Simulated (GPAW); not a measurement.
**CHClGaN (SMILES N#[C][GaH][Cl]), run twice**

Aim: the charge distribution of CHClGaN at PBE/real-space grid (scalar-relativistic datasets).

Program for the calculation: GPAW 26.7.0.

5 further runs of the same task are left out: 3 that didn't finish, 2 set aside as unsound or not needed.

### Step 1. Starting point

CHClGaN has 5 atoms, charge 0, and is taken as a singlet. SMILES: `N#[C][GaH][Cl]`. The shape comes from GFN2-xTB, which is rough for such elements, and wasn't checked as a minimum.

Bond lengths: N1–C2 1.148 Å, C2–Ga3 2.000 Å, Ga3–Cl4 2.068 Å, Ga3–H5 1.562 Å. Angles: N1–C2–Ga3 179.3°, C2–Ga3–Cl4 119.3°, C2–Ga3–H5 113.3°, Cl4–Ga3–H5 127.4°.

### Step 2. Try one

The input, mol_sp.py:

```python
import numpy as np
from ase import Atoms
from ase.units import Debye
from gpaw import GPAW

# Geometry
system = Atoms(['N', 'C', 'Ga', 'Cl', 'H'],
    positions=[[  1.322410,  -1.464080,   1.444680],
               [  0.730410,  -0.754220,   0.763900],
               [ -0.314170,   0.487980,  -0.403940],
               [ -2.089890,  -0.161880,  -1.240750],
               [  0.351250,   1.892200,  -0.563890]])
system.center(vacuum=4.5)

# GPAW settings
calc = GPAW(mode='fd', xc='PBE', nbands=9, maxiter=83, h=0.2, txt='-')
system.calc = calc

energy = system.get_potential_energy()
print(f'Energy = {energy:.5f} eV')
forces = system.get_forces()
print('Forces (eV/Ang)')
for symbol, f in zip(system.symbols, forces):
    print(f'{symbol:2} {f[0]:9.4f} {f[1]:9.4f} {f[2]:9.4f}')
dipole = system.get_dipole_moment() / Debye
print(f'Dipole: {np.linalg.norm(dipole):.3f} D')
homo, lumo = calc.get_homo_lumo()
print(f'HOMO: {homo:.3f} eV')
print(f'LUMO                    {lumo:.3f} eV')
print(f'Gap: {lumo - homo:.3f} eV')
```

Launch:

```bash
$ python3 mol_sp.py
```

The log of the run:

```text
__  _  _
 | _ |_)|_||  |
 |__||  | ||/\| - 26.7.0

units:  Angstrom and eV
cores:  1
OpenMP: False

Versions:
  Python: 3.12.14
  ASE:    3.29.0
  Numpy:  2.5.5
  Scipy:  1.18.1
  Libxc:  7.0.0

        _gpaw.cpython-312-aarch64-linux-gnu.so

Input parameters:
  mode=FD(),
  h=0.2,
  maxiter=83,
  nbands=9,
  xc=XC(name='PBE')
ValueError: Too few bands!  Electrons: 20.0, bands: 9
```

Wall time 0.64 s (1 thread of Arm Neoverse V2, shared host); peak memory 0.1 GiB.

### Step 3. Reading the log

The program refused the input.

The log says `ValueError: Too few bands!  Electrons: 20.0, bands: 9`. The fault: too few bands are asked for. To mend it: number of bands at its default in place of 9.

### Step 4. Try two

The input, chclgan_sp.py:

```python
import numpy as np
from ase import Atoms
from ase.units import Debye
from gpaw import GPAW

atoms = Atoms("NCGaClH",
    positions=[[  1.322410,  -1.464080,   1.444680],
               [  0.730410,  -0.754220,   0.763900],
               [ -0.314170,   0.487980,  -0.403940],
               [ -2.089890,  -0.161880,  -1.240750],
               [  0.351250,   1.892200,  -0.563890]])
atoms.center(vacuum=4.5)

calculator = GPAW(mode="fd", h=0.2, xc="PBE", maxiter=100, txt="-")
atoms.calc = calculator

energy = atoms.get_potential_energy()
print(f"Energy                  {energy:.5f} eV")
forces = atoms.get_forces()
print("Forces (eV/Ang)")
for symbol, f in zip(atoms.symbols, forces):
    print(f'{symbol:2} {f[0]:9.4f} {f[1]:9.4f} {f[2]:9.4f}')
dipole = atoms.get_dipole_moment() / Debye
print(f"Dipole                  {np.linalg.norm(dipole):.3f} D")
homo, lumo = calculator.get_homo_lumo()
print(f"HOMO: {homo:.3f} eV")
print(f"LUMO: {lumo:.3f} eV")
print(f"Gap                     {lumo - homo:.3f} eV")
```

Launch:

```bash
$ python chclgan_sp.py
```

The log of the run:

```text
[...]
Number of symmetries: 1
[...]
  Number of IBZ points: 1
[...]
Spin-components: 1 (collinear spins)
Bands:           16
[...]
  Valence electrons: 20.0
[...]
  Grid points: [64 60 60]
  Charge: 0.0  # |e|
[...]
    cutoffs:
[...]
occupation numbers:
  # Zero width
[...]
xc functional:
  name: PBE with 2 nearest neighbor stencil
[...]
|iter     |     time |      energy | eigst |  dens |
[...]
|iter:   1| 00:00:03 |  -27.968713 | +1.06 |       |
[...]
|iter:  14| 00:00:16 |  -24.944759c| -7.67c| -5.77c|
Converged in 14 steps
[...]
Energy contributions relative to reference atoms: (reference = -67961.460707)
Energy contributions:
  Kinetic:          42.143278
  Coulomb:         -43.931175
  Zero:              0.919213
  External:          0.000000
  Xc:              -24.076075
  Entropy:           0.000000
  Spinorbit:         0.000000
  ----------------------------
  Free energy:     -24.944759
  Extrapolated:    -24.944759
dipole moment: (-0.270131, 0.554491, -0.406795)  # |e|*Ang
Fermi level: -5.742
Eigenvalues  # (at kpt = [0.000, 0.000, 0.000])
| band index |      eig [eV] | occ [0-2] |
|------------|---------------|-----------|
|          0 |       -22.663 |     2.000 |
|        ... |               |           |
|          2 |       -13.461 |     2.000 |
|          3 |       -10.759 |     2.000 |
|          4 |        -9.645 |     2.000 |
|          5 |        -8.991 |     2.000 |
|          6 |        -8.788 |     2.000 |
|          7 |        -8.698 |     2.000 |
|          8 |        -8.610 |     2.000 |
|          9 |        -8.091 |     2.000 |
|         10 |        -3.393 |     0.000 |
|         11 |        -2.123 |     0.000 |
[...]
Gap: 4.698 eV
Transition (v -> c):
[...]
Forces (eV/Ang)
N     1.1709   -1.0503    1.3066
C    -1.4697    1.2178   -1.4425
Ga    1.8252    0.3670    0.9865
Cl   -1.3210   -0.5141   -0.5876
H    -0.1231    0.2033   -0.1539
Dipole                  3.549 D
HOMO: -8.091 eV
LUMO: -3.393 eV
Gap                     4.698 eV
```

It took 16 s on 1 thread of Arm Neoverse V2, shared host; peak memory 0.62 GiB.

### Step 5. Results

At PBE/real-space grid (scalar-relativistic datasets):

| quantity | value |
| --- | --- |
| energy as printed (from the program's reference atoms) | -24.9448 eV |
| dipole moment | 3.55 D |
| HOMO energy | -8.09 eV |
| LUMO energy | -3.39 eV |
| HOMO–LUMO gap | 4.70 eV |
